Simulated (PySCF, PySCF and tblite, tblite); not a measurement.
# C5H7FGe: a path driven as a shift of bonds, and NMR exchange, part 2 of 2

PySCF and tblite. Atoms count from 0.

## (9) Shieldings, start: PBE0/pcSseg-1

What the job is given:

```
{"job": {"kind": "nmr", "xc": "PBE0", "basis": "pcSseg-1", "pop": false}, "charge": 0, "multiplicity": 1}
F      3.873445     1.118116     1.899280
C      2.862644     1.025927     1.034438
C      1.595171     0.631007     1.315763
C      0.845640     0.625870     0.024863
Ge     0.436911    -1.276877    -0.461959
C      1.819339     1.150923    -0.978722
C      3.020802     1.347170    -0.373748
H      1.200123     0.337878     2.286692
H     -0.129349     1.140760     0.038798
H     -0.500090    -1.874149     0.608976
H      1.760901    -2.056552    -0.519437
H     -0.275025    -1.312362    -1.832236
H      1.585450     1.310046    -2.031782
H      3.953326     1.680049    -0.829450
```

The program printed:

```text
coarse grid: 55920 points
cycle   1  E = -2370.6187393558  dE =  2.881e-01  |g| = 9.543e-01  |ddm| = 3.548e+00
cycle   2  E = -2370.5862113268  dE =  3.253e-02  |g| = 1.006e+00  |ddm| = 1.129e+00
cycle   3  E = -2370.6987282682  dE = -1.125e-01  |g| = 1.006e-01  |ddm| = 6.926e-01
cycle   4  E = -2370.6999059052  dE = -1.178e-03  |g| = 5.606e-02  |ddm| = 1.056e-01
cycle   5  E = -2370.7006159120  dE = -7.100e-04  |g| = 9.799e-03  |ddm| = 5.303e-02
cycle   6  E = -2370.7006378087  dE = -2.190e-05  |g| = 3.648e-03  |ddm| = 1.246e-02
cycle   7  E = -2370.7006402548  dE = -2.446e-06  |g| = 7.359e-04  |ddm| = 3.527e-03
final grid: 118288 points
cycle   8  E = -2370.7006737112  dE = -1.246e-08  |g| = 1.060e-03  |ddm| = 2.859e-03
cycle   9  E = -2370.7006734564  dE =  2.547e-07  |g| = 1.594e-03  |ddm| = 2.388e-03
cycle  10  E = -2370.7006739297  dE = -4.733e-07  |g| = 1.157e-04  |ddm| = 1.405e-03
cycle  11  E = -2370.7006739331  dE = -3.421e-09  |g| = 3.779e-05  |ddm| = 1.603e-04
cycle  12  E = -2370.7006739334  dE = -2.919e-10  |g| = 7.253e-06  |ddm| = 3.343e-05
converged SCF energy = -2370.7006739334

GIAO shielding tensors (ppm)
atom      isotropic    diamagn.    paramagn.     s11        s22        s33       span
  0 F      299.594     470.211    -170.617    193.604    294.798    410.379    216.775
  1 C       11.525     256.652    -245.127    -69.421     44.652     59.344    128.765
  2 C       70.228     254.932    -184.703     -5.937     59.994    156.629    162.566
  3 C      141.374     244.619    -103.244    119.934    148.611    155.579     35.645
  4 Ge    1518.899    2756.915   -1238.016   1416.306   1493.153   1647.237    230.931
  5 C       40.150     255.332    -215.182    -66.148     27.590    159.010    225.158
  6 C       52.262     257.896    -205.633    -41.104     53.623    144.267    185.371
  7 H       25.337      30.353      -5.016     22.807     25.845     27.358      4.551
  8 H       27.757      30.385      -2.628     23.871     24.660     34.742     10.870
  9 H       26.819      29.215      -2.396     20.385     22.178     37.894     17.509
 10 H       28.209      29.064      -0.855     21.470     24.859     38.299     16.828
 11 H       26.776      29.229      -2.453     20.323     22.017     37.988     17.665
 12 H       24.534      30.933      -6.399     22.670     23.790     27.142      4.471
 13 H       24.661      29.080      -4.419     22.900     24.100     26.983      4.083
```

It took 20 s on 1 thread of Arm Neoverse V2, shared host; peak memory 0.89 GiB.

Key values: HOMO -6.59 eV, LUMO -0.85 eV; dipole 1.86 D.

## (10) Shieldings, saddle of leg 1: PBE0/pcSseg-1

What the job is given:

```
{"job": {"kind": "nmr", "xc": "PBE0", "basis": "pcSseg-1", "pop": false}, "charge": 0, "multiplicity": 1}
F      2.441088     0.593886     1.626053
C      1.318372     0.651435     0.907185
C      0.030762     0.571849     1.455347
C     -0.873887     0.622280     0.369902
Ge    -0.849204    -1.396238    -0.671605
C     -0.079516     0.731451    -0.863411
C      1.284576     0.744722    -0.490908
H     -0.211941     0.457968     2.509764
H     -1.940287     0.839105     0.437228
H     -2.221541    -1.869043    -0.123080
H      0.329345    -2.088025     0.021405
H     -0.894377    -1.683181    -2.195838
H     -0.480442     1.040715    -1.829034
H      2.147052     0.783076    -1.153007
```

The program printed:

```text
coarse grid: 55920 points
cycle   1  E = -2370.5890480621  dE =  3.575e-01  |g| = 9.735e-01  |ddm| = 3.564e+00
cycle   2  E = -2370.5326743778  dE =  5.637e-02  |g| = 1.074e+00  |ddm| = 1.335e+00
cycle   3  E = -2370.6773867537  dE = -1.447e-01  |g| = 1.081e-01  |ddm| = 9.019e-01
cycle   4  E = -2370.6794920846  dE = -2.105e-03  |g| = 4.890e-02  |ddm| = 1.819e-01
cycle   5  E = -2370.6801254137  dE = -6.333e-04  |g| = 1.362e-02  |ddm| = 7.087e-02
cycle   6  E = -2370.6801707286  dE = -4.531e-05  |g| = 2.531e-03  |ddm| = 1.366e-02
cycle   7  E = -2370.6801718195  dE = -1.091e-06  |g| = 6.478e-04  |ddm| = 2.769e-03
final grid: 118288 points
cycle   8  E = -2370.6801680555  dE = -2.126e-08  |g| = 8.117e-04  |ddm| = 2.818e-03
cycle   9  E = -2370.6801679254  dE =  1.301e-07  |g| = 1.110e-03  |ddm| = 1.721e-03
cycle  10  E = -2370.6801682026  dE = -2.772e-07  |g| = 9.665e-05  |ddm| = 9.907e-04
cycle  11  E = -2370.6801682048  dE = -2.216e-09  |g| = 2.163e-05  |ddm| = 1.111e-04
cycle  12  E = -2370.6801682049  dE = -1.155e-10  |g| = 6.199e-06  |ddm| = 3.295e-05
converged SCF energy = -2370.6801682049

GIAO shielding tensors (ppm)
atom      isotropic    diamagn.    paramagn.     s11        s22        s33       span
  0 F      299.968     471.569    -171.601    195.940    287.075    416.889    220.949
  1 C        6.853     250.259    -243.406    -66.217     21.302     65.473    131.689
  2 C       74.563     254.032    -179.469     14.231     48.287    161.171    146.940
  3 C       89.774     253.515    -163.741     16.839     88.850    163.634    146.794
  4 Ge    1434.418    2756.064   -1321.646   1141.462   1530.002   1631.790    490.328
  5 C       89.938     253.501    -163.563     17.149     89.065    163.600    146.452
  6 C       74.583     254.026    -179.443     14.222     48.294    161.235    147.013
  7 H       25.027      30.344      -5.317     22.106     25.751     27.224      5.118
  8 H       25.704      31.954      -6.250     21.822     25.581     29.710      7.887
  9 H       25.564      28.330      -2.766     18.734     21.334     36.624     17.890
 10 H       29.565      28.170       1.395     21.915     27.319     39.463     17.548
 11 H       25.564      28.333      -2.768     18.743     21.329     36.620     17.877
 12 H       25.706      31.952      -6.246     21.820     25.579     29.720      7.901
 13 H       25.028      30.342      -5.313     22.107     25.752     27.227      5.120
```

Run time: 20 s. Hardware: 1 thread of Arm Neoverse V2, shared host; peak memory 1 GiB.

In short: HOMO -6.66 eV, LUMO -0.57 eV; dipole 2.34 D.

## (11) Kinetics and line shapes

What the job is given:

```
{"job": {"smiles": "FC1=C[CH]([GeH3])C=C1", "charge": 0, "mult": 1, "motion": "shift", "what": "ring whizzing, 1,2-shift on cyclopentadiene", "atoms": [4, 3, 5], "drives": [{"terms": [["d", [4, 3], 1], ["d", [4, 5], -1]], "neg": true, "n": 14}], "study": "path", "level": {"kind": "nmr", "xc": "PBE0", "basis": "pcSseg-1"}, "fields": [60, 700, 900], "first": 3, "seed": 17, "refine": {"xc": "B3LYP", "basis": "def2-SVP"}, "kind": "path"}, "charge": 0, "multiplicity": 1}
F      3.869346     1.061648     1.887040
C      2.853278     0.992220     1.010712
C      1.585502     0.639240     1.295415
C      0.827623     0.652729     0.027579
Ge     0.470167    -1.258562    -0.452344
C      1.800699     1.151653    -0.966316
C      3.003100     1.308975    -0.378698
H      1.174795     0.384391     2.254360
H     -0.126138     1.176681     0.056359
H     -0.438376    -1.879068     0.564014
H      1.755147    -2.010829    -0.499944
H     -0.203557    -1.335119    -1.789065
H      1.553517     1.337505    -1.996327
H      3.924185     1.626340    -0.831308
```

The program printed:

```text
stationary points (kcal/mol above the start)
  n  kind          group   xTB      DFT    lowest mode
  0  minimum      C1       0.00     0.00      72.3
  1  saddle       Cs       9.30    12.80    -293.4
  2  minimum      C1       0.00     0.00      72.2

GFN2-xTB energies: T/K, barrier G, reaction G (kcal/mol), k forward, k back (1/s)
 150.00     8.74    -0.00      0.568      0.563
 200.00     8.85    -0.00        885        879
 250.00     8.97    -0.00   7.52e+04   7.46e+04
 298.15     9.09    -0.00   1.35e+06   1.34e+06
 350.00     9.23    -0.00   1.26e+07   1.26e+07
 400.00     9.37    -0.00   6.37e+07   6.33e+07
 500.00     9.66    -0.01   6.27e+08   6.23e+08

B3LYP-D3(BJ)/def2-SVP energies: T/K, barrier G, reaction G (kcal/mol), k forward, k back (1/s)
 150.00    13.03    -0.00   3.29e-07   3.26e-07
 200.00    13.13    -0.00     0.0186     0.0185
 250.00    13.25    -0.00       13.6       13.5
 298.15    13.37    -0.00        983        976
 350.00    13.51    -0.00   2.68e+04   2.67e+04
 400.00    13.65    -0.00   2.92e+05    2.9e+05
 500.00    13.94    -0.01   8.43e+06   8.39e+06

PBE0/pcSseg-1 + D3(BJ) energies: T/K, barrier G, reaction G (kcal/mol), k forward, k back (1/s)
 150.00    12.24    -0.00   4.58e-06   4.54e-06
 200.00    12.35    -0.00      0.134      0.133
 250.00    12.46    -0.00       66.1       65.6
 298.15    12.59    -0.00    3.7e+03   3.67e+03
 350.00    12.72    -0.00   8.29e+04   8.24e+04
 400.00    12.86    -0.00   7.84e+05   7.79e+05
 500.00    13.15    -0.01   1.86e+07   1.85e+07
```

Wall time 2.7 min (1 thread of Arm Neoverse V2, shared host); peak memory 1 GiB. This counts the whole study up to here.

Barriers by level (kcal/mol; entropies in cal/(mol K)). Zero-point and thermal terms come from xTB in every row. ΔG‡ leaves symmetry out; the rate counts one path; effective ΔG‡, where given, is the barrier that would give that rate by Eyring's equation alone:

```
                 level    ΔE‡  with zero-point    ΔH‡   ΔS‡  ΔG‡ (298 K)  ΔE of reaction  k at 298 K (1/s)  effective ΔG‡
              GFN2-xTB   9.31             8.54   8.11  -3.3         9.09            0.00           1.4e+06           9.09
 B3LYP-D3(BJ)/def2-SVP  13.59            12.82  12.40  -3.3        13.37            0.00           9.8e+02          13.37
PBE0/pcSseg-1 + D3(BJ)  12.80            12.03  11.61  -3.3        12.59            0.00           3.7e+03          12.59
```

Sites that the driver pairs across this motion, and where their lines would merge (no couplings; faster rotations or exchange between molecules can average them sooner):

```
nucleus  sites: shielding (ppm)  proton frequency (MHz)  spread (Hz)  coalescence (K)  lines at 298 K
    13C     C3: 141.4; C5: 40.2                      60         1528              297               1
    13C     C3: 141.4; C5: 40.2                     700        17821              336               2
    13C     C3: 141.4; C5: 40.2                     900        22912              341               2
    13C      C2: 70.2; C6: 52.3                      60          271              274               1
    13C      C2: 70.2; C6: 52.3                     700         3163              308               2
    13C      C2: 70.2; C6: 52.3                     900         4067              312               2
     1H   H8: 27.76; H12: 24.53                      60          193              270               1
     1H   H8: 27.76; H12: 24.53                     700         2256              303               2
     1H   H8: 27.76; H12: 24.53                     900         2901              306               2
     1H   H7: 25.34; H13: 24.66                      60           41              253               1
     1H   H7: 25.34; H13: 24.66                     700          473              281               1
     1H   H7: 25.34; H13: 24.66                     900          608              284               1
```

## (12) Summary of results

This closing draws on all 2 parts.

| quantity | value |
| --- | --- |
| barrier (PBE0/pcSseg-1 + D3(BJ)) | ΔE‡ 12.8, ΔG‡(298 K) 12.6 kcal/mol |
| barrier (GFN2-xTB) | ΔE‡ 9.3 kcal/mol |
| rate at 298 K | 3.7e+03 s⁻¹ |
| end of the path | the start, renumbered or mirrored |
| coalescence of 13C C3 | 341 K at 900 MHz |

**Reading.** The barrier is 12.8 kcal/mol at the DFT level (xTB: 9.3); with thermal terms and the count of paths the DFT value gives a rate of 3.7e+03 s⁻¹ at 298 K. An error of 1.4 kcal/mol changes that rate tenfold. The 13C lines of C3 and its partners, 22912 Hz apart at 900 MHz, merge at 341 K, so by this path alone the exchange at 298 K is slow for them; other paths were not followed.
